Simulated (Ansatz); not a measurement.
# Si17H24 off sphere (Si16BH24): the relaxed shape and its frontier levels

Aim: characterise Si17H24 off sphere (Si16BH24) as a doublet: its structure, frontier levels and distribution of charge and spin.

Method: UKS PBE0-D4/def2-TZVP; program: Ansatz 0.2.0, Gaussian basis.

The runs, in order: relaxation at PBE-D4/def2-SVP; a search for the lowest solution at PBE-D4/def2-SVP; a single point at PBE0-D4/def2-TZVP.

**1. Where the work starts**

41 atoms, charge 0, spin multiplicity 2.

Atoms are counted from 1 here; the program's logs count them from 0.

Bond lengths: Si1–Si9 2.342 Å, Si1–Si12 2.319 Å, Si1–H18 1.470 Å, Si1–H19 1.473 Å, Si2–Si11 2.353 Å, Si2–Si13 2.336 Å, Si2–H20 1.473 Å, Si2–H21 1.469 Å, Si3–Si10 2.371 Å, Si3–Si14 2.335 Å, Si3–Si15 2.337 Å, Si3–H22 1.476 Å, Si4–Si11 2.397 Å, Si4–Si14 2.333 Å, Si4–Si16 2.364 Å, Si4–H23 1.477 Å, B5–Si9 2.014 Å, B5–Si10 2.013 Å and more. Angles: Si9–Si1–Si12 113.8°, Si9–Si1–H18 111.8°, Si9–Si1–H19 108.3°, Si12–Si1–H18 112.4°, Si12–Si1–H19 107.5°, H18–Si1–H19 102.2°, Si11–Si2–Si13 107.9°, Si11–Si2–H20 110.7°, Si11–Si2–H21 114.1°, Si13–Si2–H20 109.6°, Si13–Si2–H21 112.2°, H20–Si2–H21 102.4°, Si10–Si3–Si14 108.5°, Si10–Si3–Si15 108.8°, Si10–Si3–H22 108.6°, Si14–Si3–Si15 109.3°, Si14–Si3–H22 110.7°, Si15–Si3–H22 110.9° and more.

The start is a GFN2-xTB geometry.

**2. Relaxation at PBE-D4/def2-SVP**

The input, in.yaml:

```yaml
crystal:
  periodic: [false, false, false]
  atoms:
    - {symbol: Si, position_ang: [-1.893190, -2.593980, 2.822080]}
    - {symbol: Si, position_ang: [1.238070, -2.821970, -0.106930]}
    - {symbol: Si, position_ang: [-1.664510, 2.409640, -2.547470]}
    - {symbol: Si, position_ang: [1.038880, -0.128850, -2.649590]}
    - {symbol: B, position_ang: [-1.434530, -0.204880, 0.029630]}
    - {symbol: Si, position_ang: [1.058760, -0.272460, 2.713300]}
    - {symbol: Si, position_ang: [1.037480, 2.505400, 0.006110]}
    - {symbol: Si, position_ang: [3.885430, -0.157090, 0.054200]}
    - {symbol: Si, position_ang: [-2.770210, -1.254300, 1.112500]}
    - {symbol: Si, position_ang: [-2.720970, 0.898180, -1.057750]}
    - {symbol: Si, position_ang: [-0.324000, -1.400490, -1.143100]}
    - {symbol: Si, position_ang: [-0.306220, -1.523210, 4.130410]}
    - {symbol: Si, position_ang: [2.517430, -1.532820, 1.362550]}
    - {symbol: Si, position_ang: [-0.322170, 1.185450, -4.014960]}
    - {symbol: Si, position_ang: [-0.323990, 3.871270, -1.311780]}
    - {symbol: Si, position_ang: [2.478280, 1.151450, -1.280010]}
    - {symbol: Si, position_ang: [-0.313980, 0.972810, 1.221460]}
    - {symbol: H, position_ang: [-2.954440, -3.215910, 3.626210]}
    - {symbol: H, position_ang: [-1.244560, -3.763850, 2.205750]}
    - {symbol: H, position_ang: [2.118020, -3.445540, -1.109690]}
    - {symbol: H, position_ang: [0.639830, -3.988280, 0.556410]}
    - {symbol: H, position_ang: [-2.706240, 3.148900, -3.286560]}
    - {symbol: H, position_ang: [1.866820, -1.045270, -3.460530]}
    - {symbol: H, position_ang: [1.892980, 0.672790, 3.486570]}
    - {symbol: H, position_ang: [1.852680, 3.307900, 0.939540]}
    - {symbol: H, position_ang: [4.827910, -0.937060, -0.764710]}
    - {symbol: H, position_ang: [4.777310, 0.672570, 0.878180]}
    - {symbol: H, position_ang: [-3.670330, -2.129100, 0.321230]}
    - {symbol: H, position_ang: [-3.771840, -0.418480, 1.827670]}
    - {symbol: H, position_ang: [-3.681990, 0.152030, -1.904830]}
    - {symbol: H, position_ang: [-3.656080, 1.745910, -0.280760]}
    - {symbol: H, position_ang: [-1.147750, -2.263400, -2.044240]}
    - {symbol: H, position_ang: [0.455850, -2.462430, 4.969380]}
    - {symbol: H, position_ang: [-0.967720, -0.653930, 5.117990]}
    - {symbol: H, position_ang: [3.344710, -2.399320, 2.224900]}
    - {symbol: H, position_ang: [-1.092960, 0.394030, -4.984840]}
    - {symbol: H, position_ang: [0.461630, 2.090230, -4.870710]}
    - {symbol: H, position_ang: [0.455430, 4.734620, -2.213600]}
    - {symbol: H, position_ang: [-1.101900, 4.834590, -0.519740]}
    - {symbol: H, position_ang: [3.275720, 2.027680, -2.162080]}
    - {symbol: H, position_ang: [-1.153610, 1.837180, 2.107790]}
basis:
  gaussian: {orbitals: def2-SVP, fitting: {mean_field: def2-universal-jkfit}}
magnetization: {spin_polarized: true, initial_magnetization: 1}
hamiltonian: {xc: pbe, dispersion: d4}
scf: {lower_state_search: "off"}
output: {orbitals: {seedname: orbitals}}
relax: {f_tol: 0.03, max_steps: 70}
```

Command:

```
$ ansatz run in.yaml --threads 2 --pin off --events-out ev --progress --plain --max-ram 32768MiB --backend cuda --devices 0, --max-vram 18GiB
```

Further steps of the session: Searching for the lowest solution, PBE-D4/def2-SVP; Single point, PBE0-D4/def2-TZVP.

Q: Predict the results of all the runs planned. Wanted: point group; commonest bond, hydrogen aside; HOMO, LUMO at PBE0-D4/def2-TZVP; ⟨S²⟩; dipole at PBE-D4/def2-SVP.

As calculated:

```
                                         quantity                             value
                                      point group                                C1
                   commonest bond, hydrogen aside  Si–Si, 18 of mean length 2.359 Å
HOMO, LUMO at PBE0-D4/def2-TZVP (over both spins)                   -6.61, -4.80 eV
                                             ⟨S²⟩                             0.757
                        dipole at PBE-D4/def2-SVP                            0.22 D
```

In words: The molecule keeps its bonding pattern by the stored test; the atoms moved 0.12 Å (rms). No usable vibrations, so a minimum isn't proven. The alpha HOMO lies nearest to B5 16 %; Si9, Si10 about 9 % each and the alpha LUMO to 4 Si atoms about 7 % each (shares on a coarse grid); over both spins the LUMO of beta spin, not drawn, take the frontier's place. Whether this spin is the lowest isn't tested here. The point group is read from a loosely relaxed geometry; soft torsions can leave it below the true symmetry.
